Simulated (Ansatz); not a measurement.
**CH6BNO: rigid torsion scan, by script**

Aim: a rigid torsion scan, for CH6BNO, run from a script. SMILES: NCBO.

All numbers are computed with the Python package of Ansatz 0.2.0. Level of theory: B3LYP/cc-pVDZ.

### 1 The system

Bond lengths: N1–C2 1.402 Å, C2–B3 1.577 Å, B3–O4 1.529 Å, N1–H5 1.060 Å, N1–H6 1.110 Å, C2–H7 1.117 Å, C2–H8 1.078 Å, B3–H9 1.243 Å, O4–H10 1.007 Å. Angles: N1–C2–B3 111.3°, N1–C2–H7 109.1°, N1–C2–H8 111.6°, B3–C2–H7 108.1°, B3–C2–H8 107.4°, H7–C2–H8 109.2°, C2–N1–H5 113.7°, C2–N1–H6 110.4°, H5–N1–H6 104.4°, C2–B3–O4 122.6°, C2–B3–H9 121.0°, O4–B3–H9 116.1°, B3–O4–H10 98.3°.

No structure file is read: the coordinates are typed or built in the script.

### 2 The script

Contents of torsion.py:

```python
'''Energy of CH6BNO as one group turns about a bond.'''

import ansatz as az
from ase import Atoms

atoms = Atoms(['N', 'C', 'B', 'O', 'H', 'H', 'H', 'H', 'H', 'H'], positions=[
    (-1.2236, -0.194, -0.7367),
    (-0.3647, -0.816, 0.1806),
    (0.7686, 0.1685, 0.6622),
    (1.8239, 0.7385, -0.2865),
    (-0.7326, 0.1631, -1.6054),
    (-1.6813, 0.7114, -0.2867),
    (0.1232, -1.6925, -0.3114),
    (-0.8952, -1.1517, 1.0572),
    (0.9173, 0.4324, 1.8679),
    (1.3476, 1.5891, -0.5384),
])

# relax first, so that the scan starts from a minimum
first = (
    az.Crystal.molecule_from_ase(atoms).calculation()
    .basis(gaussian='cc-pVDZ')
    .functional('b3lyp')
    .relax(force_tolerance=0.02, max_steps=80)
)
atoms.positions = first.run(threads=1, backend='cpu').report['positions_ang']

start = atoms.get_dihedral(2, 1, 0, 4)
energies = {}
for turn in range(0, 360, 30):
    turned = atoms.copy()
    turned.set_dihedral(2, 1, 0, 4, start + turn, indices=[0, 4, 5])
    calc = (
        az.Crystal.molecule_from_ase(turned).calculation()
        .basis(gaussian='cc-pVDZ')
        .functional('b3lyp')
    )
    energies[round((start + turn) % 360)] = calc.run(threads=1, backend='cpu').report['free_energy_ev']
floor = min(energies.values())
print('dihedral B2-C1-N0-H4 (deg)   E - E(min) (kJ/mol)')
for angle, e in sorted(energies.items()):
    print(f'{angle:8d} {96.485332 * (e - floor):14.3f}  ' + '#' * int(30 * (e - floor) / max(max(energies.values()) - floor, 1e-9)))
```

### 3 The input behind the calls

The engine receives this input (first run):

```yaml
crystal:
  periodic: [false, false, false]
  atoms:
    - { symbol: "N", position_ang: [-1.2236, -0.194, -0.7367] }
    - { symbol: C, position_ang: [-0.3647, -0.816, 0.1806] }
    - { symbol: B, position_ang: [0.7686, 0.1685, 0.6622] }
    - { symbol: O, position_ang: [1.8239, 0.7385, -0.2865] }
    - { symbol: H, position_ang: [-0.7326, 0.1631, -1.6054] }
    - { symbol: H, position_ang: [-1.6813, 0.7114, -0.2867] }
    - { symbol: H, position_ang: [0.1232, -1.6925, -0.3114] }
    - { symbol: H, position_ang: [-0.8952, -1.1517, 1.0572] }
    - { symbol: H, position_ang: [0.9173, 0.4324, 1.8679] }
    - { symbol: H, position_ang: [1.3476, 1.5891, -0.5384] }
basis:
  gaussian:
    orbitals: cc-pVDZ
hamiltonian:
  xc: b3lyp
relax:
  f_tol: 0.02
  max_steps: 80
```

### 4 Running it

Started as:

```console
python torsion.py
```

**Question.** What results will this script give? Wanted: range of energy; lowest point, turn.

**Answer**, as computed:

| quantity | value |
| --- | --- |
| runs compared | 12 |
| range of energy | 0.178 eV |
| lowest point, turn (°) | 0 |

The lowest point lies at a turn of 0°, the highest 0.178 eV (17.2 kJ/mol) above it at 60°. The grid can miss the true lowest and highest points, and the rest of the molecule is held rigid. Run 0: After 17 moves the largest shift is 1.130 Å, of atom 10 (H). So large a move can change the bonding: the results belong to the relaxed structure. The scan is rigid and the energies are electronic, in a modest basis. With rigid groups the curve can differ much from the relaxed path, the start wasn't checked as a minimum of this torsion, and equivalent turns needn't return to the same energy. b3lyp holds the VWN-RPA fit, as in Gaussian; the form of ORCA and Turbomole is b3lyp5.
